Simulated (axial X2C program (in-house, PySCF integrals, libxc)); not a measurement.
**PbGa: properties at the nuclei**

Wanted for PbGa: properties at the nuclei, at the two-component level.

The runs use an in-house X2C program for linear molecules on PySCF integrals; two-component X2C with atomic mean-field terms, Pb dyall-cv3z, Ga dyall-cv3z.

All values are calculated.

### Step 1. The job

Contents of task.json:

```json
{"zs": [82, 31], "q": 0, "bas": ["dyall-cv3z", "dyall-cv3z"], "r0": 2.68, "levels": ["PBE0", "HF", "PBE", "TPSSh", "BP86"], "nst": 3}
```

Keys: zs atomic numbers; q charge; bas basis sets; r0 starting distance in Å; levels methods (HF also brings MP2); nst determinants followed.

The run is started by

```sh
> python soeom.py task.json out
```

After this run come: Expectation values, lowest determinant; Expectation values, a higher determinant; Expectation values, a higher determinant.

What does the calculation give? Wanted: lowest determinant; Eeff magnitude; Ws magnitude Pb; A∥/gI Pb; qzz Pb; higher determinant (for each run or level that gives them).

As calculated:

| quantity | value |
| --- | --- |
| lowest determinant | Ω = 3/2 (excess of +ω over −ω: ω = 3/2) |
| Eeff magnitude (GV/cm), PBE0 | 34.5 |
| Ws magnitude Pb (kHz), PBE0 | 29.9 |
| A∥/gI Pb (MHz), PBE0 | -1260 |
| qzz Pb (a.u.), PBE0 | -3.12 |
| higher determinant | Ω = 1/2 (excess of +ω over −ω: ω = 1/2) |
| Eeff magnitude (GV/cm), PBE0, higher determinant | 7.45 |
| Ws magnitude Pb (kHz), PBE0, higher determinant | 22 |
| A∥/gI Pb (MHz), PBE0, higher determinant | -259 |
| qzz Pb (a.u.), PBE0, higher determinant | -4.20 |
| higher determinant | Ω = 1/2 (excess of +ω over −ω: 2 × ω = -1/2, ω = 3/2) |
| Eeff magnitude (GV/cm), PBE0, higher determinant | 20.7 |
| Ws magnitude Pb (kHz), PBE0, higher determinant | 50.9 |
| A∥/gI Pb (MHz), PBE0, higher determinant | -7290 |
| qzz Pb (a.u.), PBE0, higher determinant | -2.01 |

**Reading.** In the first state, the effective field runs from 25.7 to 53.5 GV/cm over the mean-field levels, so the levels don't agree on it. The expectation values come from single determinants, which for open shells can mix terms of unlike spin or miss the lowest Ω, so a determinant need not be a state. Eeff is the effective electric field on the electron dipole moment in this Ω state and Ws the scalar–pseudoscalar constant (defined with the proton number Z and per Ω); A∥ is the parallel hyperfine constant, which follows by multiplying with the nuclear g factor gI = μI/(I μN); qzz is the electric field gradient, eQq0 = 234.96 MHz × Q/barn × qzz; μ is positive if Ga is the positive end. The operators were transformed with the bare-nucleus X2C matrices. A second determinant lies within 0.1 eV of the first.
